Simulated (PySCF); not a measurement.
**A diatomic session: LaF**

What are the lowest state that PBE0 finds, the bond length, vibrational wavenumber and bond energy of LaF, and how much do these hang on the method?

Method: La x2c-TZVPall, F x2c-TZVPall, spin-free X2C with a Gaussian nucleus; program: PySCF 2.14.0.

## (1) Set-up

Settings of the job:

```
atoms                         : La, F
charge                        : 0
basis                         : La x2c-TZVPall, F x2c-TZVPall
Hamiltonian                   : spin-free X2C with a Gaussian nucleus
basis functions               : 112
electrons treated             : 66
masses in u                   : 138.9063, 18.9984
levels                        : PBE0, PBE, r²SCAN, B97-3, BP86, HF, MP2, SCS-MP2, CCSD, CCSD(T)
grid                          : 80 radial by 434 angular points
occupations                   : held fixed by the projection of orbital angular momentum
dissociation limit            : La + F, each in its ground configuration
starting distance in angstrom : 2.210
values of 2S to try           : 0, 2
```

On the command line:

```sh
OMP_NUM_THREADS=4 python dia.py task.json out
```

After this run come: The PBE0 curve of the state that the search chose; Excited determinants; PBE; r²SCAN; B97-3 (global hybrid GGA); BP86 (GGA); UHF (mean field); Correlated methods on the Hartree–Fock reference.

What does the calculation give? Wanted: for each run, Re; ωe; De; μ.

**Answer**, as computed:

Lowest PBE0 solution found, without spin–orbit coupling: ³Δ (triplet), unpaired electrons σ ↑, δ ↑, about 0.1 electrons in the 4f shell (Mulliken). State 2 has its PBE0 minimum 0.13 eV higher. The other levels ran on the lowest alone.

```
      level  Re (Å)  ωe (cm⁻¹)  De (eV)  μ (D)
        UHF   2.102        521     4.94  -3.12
    UHF-MP2   2.081        540     6.79    n/a
UHF-SCS-MP2   2.090        533     6.54    n/a
   UHF-CCSD   2.089        533     6.17    n/a
UHF-CCSD(T)   2.087        535     6.24    n/a
        PBE   2.061        543     6.92  -2.98
       BP86   2.064        542     6.83  -2.99
     r²SCAN   2.061        547     6.73  -3.10
       PBE0   2.055        550     6.58  -3.09
      B97-3   2.068        536     6.29  -3.03
```

De is counted to La + F in their ground configurations. A positive dipole means La(−)F(+).

Differences from CCSD(T) in the same basis:

```
      level  Re (mÅ)  ωe (%)
        UHF      +15    -2.7
    UHF-MP2       -6    +0.8
UHF-SCS-MP2       +3    -0.4
   UHF-CCSD       +2    -0.5
        PBE      -27    +1.5
       BP86      -23    +1.3
     r²SCAN      -26    +2.3
       PBE0      -32    +2.8
      B97-3      -19    +0.1
```

Judged by CCSD(T) in the same basis: best bond length UHF-CCSD (+2 mÅ), worst PBE0 (-32 mÅ); best wavenumber B97-3 (+0.1 %), worst PBE0 (+2.8 %). Of the levels with a De here, UHF gives the least (4.94 eV) and PBE the most (6.92 eV).

Correlated steps freeze 19 core orbitals. Spin–orbit coupling is left out, which matters for elements this heavy, above all for dissociation energies. The state is the lowest single determinant that the PBE0 search found; with open d or f shells the true ground state can be another one. With spin–orbit coupling the term label itself may not hold.
